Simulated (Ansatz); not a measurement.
# In13As13 zinc blende bond sphere (In₁₃As₁₃H₃₀): reading failed and doubtful runs

Aim: try 1 input for In13As13 zinc blende bond sphere (In₁₃As₁₃H₃₀) as typed, read how each ends, and find what has to change.

The runs use Ansatz 0.2.0, Gaussian basis; the settings change from run to run.

1 further run of the same task is left out (set aside as unsound or not needed). Runs told in other sessions of the task aren't counted.

### Step 1. The geometry

An earlier r2SCAN-D4/def2-SVP relaxation fixed the geometry. In takes a core potential in def2 sets; no spin-orbit term is included.

56 atoms, charge 0, spin multiplicity 1.

Atoms are counted from 1 here; the program's logs count them from 0.

Bond lengths: In1–As14 2.672 Å, In1–As15 2.671 Å, In1–As17 2.661 Å, In1–H27 1.729 Å, In2–As14 2.624 Å, In2–As16 2.696 Å, In2–As18 2.668 Å, In2–H28 1.725 Å, In3–As14 2.720 Å, In3–As19 2.720 Å, In3–H29 1.724 Å, In3–H30 1.728 Å, In4–As17 2.661 Å, In4–As19 2.672 Å, In4–As20 2.672 Å, In4–H31 1.729 Å, In5–As18 2.668 Å, In5–As19 2.624 Å and more. Angles: As14–In1–As15 112.5°, As14–In1–As17 104.2°, As14–In1–H27 111.0°, As15–In1–As17 104.2°, As15–In1–H27 111.0°, As17–In1–H27 113.7°, As14–In2–As16 104.5°, As14–In2–As18 100.2°, As14–In2–H28 121.8°, As16–In2–As18 102.3°, As16–In2–H28 111.2°, As18–In2–H28 114.5°, As14–In3–As19 93.6°, As14–In3–H29 107.4°, As14–In3–H30 106.9°, As19–In3–H29 107.4°, As19–In3–H30 106.9°, H29–In3–H30 129.0° and more.

### Step 2. Attempt 1

Contents of in.yaml:

```yaml
crystal:
  periodic: [false, false, false]
  atoms:
    - {symbol: In, position_ang: [-1.406914, -1.407031, -0.437797]}
    - {symbol: In, position_ang: [-1.725672, 0.639737, -2.339903]}
    - {symbol: In, position_ang: [-3.929081, 0.489284, -0.571658]}
    - {symbol: In, position_ang: [-1.640224, 0.435073, 1.405639]}
    - {symbol: In, position_ang: [-1.724825, 2.337623, -0.640476]}
    - {symbol: In, position_ang: [0.637791, -1.479827, -2.340604]}
    - {symbol: In, position_ang: [0.566330, -3.930598, -0.488079]}
    - {symbol: In, position_ang: [0.436151, -1.641991, 1.638952]}
    - {symbol: In, position_ang: [2.336357, -1.726774, -0.551436]}
    - {symbol: In, position_ang: [0.486446, 0.416708, -0.490023]}
    - {symbol: In, position_ang: [0.641708, 2.725579, 1.722650]}
    - {symbol: In, position_ang: [2.728147, 0.638321, 1.475443]}
    - {symbol: In, position_ang: [0.574366, 0.570667, 3.366187]}
    - {symbol: As, position_ang: [-2.626305, -0.366193, -1.317253]}
    - {symbol: As, position_ang: [-0.367354, -2.251984, -1.537182]}
    - {symbol: As, position_ang: [-0.457167, -0.532551, -3.089985]}
    - {symbol: As, position_ang: [-0.564039, -0.484196, 0.481747]}
    - {symbol: As, position_ang: [-0.510486, 1.336625, -1.561696]}
    - {symbol: As, position_ang: [-2.625584, 1.534745, 0.426989]}
    - {symbol: As, position_ang: [-0.425508, 1.533604, 2.249398]}
    - {symbol: As, position_ang: [-0.454013, 3.601328, 0.454309]}
    - {symbol: As, position_ang: [1.335367, -0.511165, -1.339628]}
    - {symbol: As, position_ang: [1.534468, -2.252279, 0.425455]}
    - {symbol: As, position_ang: [1.316969, -0.428831, 2.623542]}
    - {symbol: As, position_ang: [3.087316, -0.532022, 0.450915]}
    - {symbol: As, position_ang: [1.337232, 1.557866, 0.591254]}
    - {symbol: H, position_ang: [-2.035198, -2.034105, 0.116134]}
    - {symbol: H, position_ang: [-1.977921, 1.341808, -3.521805]}
    - {symbol: H, position_ang: [-4.474980, -0.163312, 0.188984]}
    - {symbol: H, position_ang: [-3.790766, 1.352408, -1.352321]}
    - {symbol: H, position_ang: [-2.033927, -0.101761, 2.372253]}
    - {symbol: H, position_ang: [-2.306180, 3.017660, -1.341434]}
    - {symbol: H, position_ang: [1.339377, -1.978379, -3.523221]}
    - {symbol: H, position_ang: [-0.169065, -3.832100, 0.165545]}
    - {symbol: H, position_ang: [1.153176, -4.429614, -1.156287]}
    - {symbol: H, position_ang: [-0.102917, -2.372852, 2.032144]}
    - {symbol: H, position_ang: [3.518134, -1.978656, -1.345183]}
    - {symbol: H, position_ang: [1.152660, 3.516793, 1.975178]}
    - {symbol: H, position_ang: [3.017489, 1.340243, 2.303013]}
    - {symbol: H, position_ang: [-0.159091, -0.162312, 3.836460]}
    - {symbol: H, position_ang: [1.162613, 1.352872, 4.417539]}
    - {symbol: H, position_ang: [-3.192052, -1.046127, -1.875770]}
    - {symbol: H, position_ang: [-0.898346, -2.737128, -1.875435]}
    - {symbol: H, position_ang: [-0.948063, -0.946568, -4.288771]}
    - {symbol: H, position_ang: [0.009607, 0.011120, -3.714826]}
    - {symbol: H, position_ang: [0.037773, 2.158660, -1.850925]}
    - {symbol: H, position_ang: [-2.734367, 2.186430, 1.046948]}
    - {symbol: H, position_ang: [-0.894072, 2.185935, 3.190631]}
    - {symbol: H, position_ang: [-1.099751, 4.287198, 1.102043]}
    - {symbol: H, position_ang: [0.013043, 4.328556, -0.013552]}
    - {symbol: H, position_ang: [2.157591, 0.042921, -1.851963]}
    - {symbol: H, position_ang: [2.186544, -2.736467, 1.044639]}
    - {symbol: H, position_ang: [1.876147, -1.047152, 2.733424]}
    - {symbol: H, position_ang: [3.677873, -1.101489, 0.938513]}
    - {symbol: H, position_ang: [4.326167, 0.014632, -0.018812]}
    - {symbol: H, position_ang: [2.158661, 1.848188, -0.048475]}
basis:
  gaussian: {orbitals: def2-mTZVP, fitting: {mean_field: def2-universal-jkfit}, point_charges: [{charge: 0.50, position_ang: [9.315, -0.611, 0.230]}]}
total_charge: 1
magnetization: {spin_polarized: true, initial_magnetization: 1}
hamiltonian: {xc: {name: SPW92}}
scf: {omitted_lower_state_checks: [starts]}
output: {forces: true}
```

Command:

```
> ansatz run in.yaml --threads 11 --pin off --events-out ev --progress --plain --max-ram 174080MiB --backend cuda --devices 0, --max-vram 75GiB
```

What it wrote, shortened:

```text
Functional definition: SPW92
  name "SPW92"
  cite "Dirac, Proc. Camb. Phil. Soc. 26, 376 (1930) doi:10.1017/S0305004100016108"
  cite "Slater, Phys. Rev. 81, 385 (1951) doi:10.1103/PhysRev.81.385"
  cite "Perdew & Wang, Phys. Rev. B 45, 13244 (1992) doi:10.1103/PhysRevB.45.13244"
[...]
6832 factors; integrals over basis functions are off by at most 4.5e-1 eV
[...]
mean field -856741.89747001 eV, -31484.6840115075 hartree, gradient 1.6e-5 eV, S^2 0.750330; 0 other end points of the search recorded, 0 dependent functions left out
[...]
reference -856741.89760896 eV, -31484.6840166136 hartree; 366, 365 occupied and 660, 661 virtual orbitals, 6832 factors
Total energy: -856741.89760896 eV, -31484.6840166136 hartree
Atom 0 at    -1.406914    -1.407031    -0.437797 Å, force   -31.981327   -27.352158   -29.816520 eV/Å
Atom 1 at    -1.725672     0.639737    -2.339903 Å, force   -39.610861     7.605901   -54.840357 eV/Å
Atom 2 at    -3.929081     0.489284    -0.571658 Å, force   -38.584924     9.588224     8.712458 eV/Å
Atom 3 at    -1.640224     0.435073     1.405639 Å, force   -23.590001    -0.516872    21.085871 eV/Å
Atom 4 at    -1.724825     2.337623    -0.640476 Å, force    25.548987    35.727384   -14.907184 eV/Å
Atom 5 at     0.637791    -1.479827    -2.340604 Å, force    68.482507   -33.601213   -82.072754 eV/Å
Atom 6 at     0.566330    -3.930598    -0.488079 Å, force    10.396337     0.798748    -4.325504 eV/Å
[...]
Atom 40 at     1.162613     1.352872     4.417539 Å, force     2.955510     4.260445     5.262066 eV/Å
Atom 41 at    -3.192052    -1.046127    -1.875770 Å, force   -15.159644   -18.970942   -15.678064 eV/Å
Atom 42 at    -0.898346    -2.737128    -1.875435 Å, force   -64.331538   -59.624690   -41.588413 eV/Å
Atom 43 at    -0.948063    -0.946568    -4.288771 Å, force    -2.660062    -3.141208    -4.164100 eV/Å
Atom 44 at     0.009607     0.011120    -3.714826 Å, force    22.801236    27.856396   -29.755801 eV/Å
Atom 45 at     0.037773     2.158660    -1.850925 Å, force    17.159257    24.279847    -9.873363 eV/Å
Atom 46 at    -2.734367     2.186430     1.046948 Å, force    -8.913423    40.644331    39.107639 eV/Å
Atom 47 at    -0.894072     2.185935     3.190631 Å, force    -5.550696     5.177221     7.628952 eV/Å
Atom 48 at    -1.099751     4.287198     1.102043 Å, force   -10.339884    10.450451     9.664250 eV/Å
Atom 49 at     0.013043     4.328556    -0.013552 Å, force    18.531712    28.666762   -19.282280 eV/Å
Atom 50 at     2.157591     0.042921    -1.851963 Å, force    15.033390    11.410498    -9.914367 eV/Å
Atom 51 at     2.186544    -2.736467     1.044639 Å, force    20.289248   -16.660708    20.998882 eV/Å
Atom 52 at     1.876147    -1.047152     2.733424 Å, force    52.671085   -56.344477    11.840077 eV/Å
Atom 53 at     3.677873    -1.101489     0.938513 Å, force    28.365355   -27.541136    23.296986 eV/Å
Atom 54 at     4.326167     0.014632    -0.018812 Å, force     3.194257     1.167924    -2.331983 eV/Å
Atom 55 at     2.158661     1.848188    -0.048475 Å, force    17.664871     7.919709   -15.285507 eV/Å
Dipole moment:    -0.159447     0.665888    -0.590812 e Å
Checks for a lower state left out: starts
```

Run time: 23 s. Hardware: 1 × H100 with 11 threads of AMD EPYC 7R13, shared host; peak host memory 2 GiB.

What is wrong: It ended without an error, which proves nothing about the input. The geometry is squeezed well below its size. The shortest distance is 0.79 Å (As15–H43), against 1.51 Å in the relaxed molecule. It also asks for charge 1 and multiplicity 2, another species or state than the molecule above. Its energy is no property of the relaxed molecule. Cure: use the relaxed coordinates, and remove the point charge, and set charge and spin to those of the species named.

### Step 3. Summary

```tsv
attempt	level	ended	cause	time
1	SPW92/def2-mTZVP	converged	the geometry is squeezed well below its size	23 s
```

1 converged. The dangerous case is the input that converges on a wrong geometry, charge, spin, basis or grid: often only a look at the input shows it.
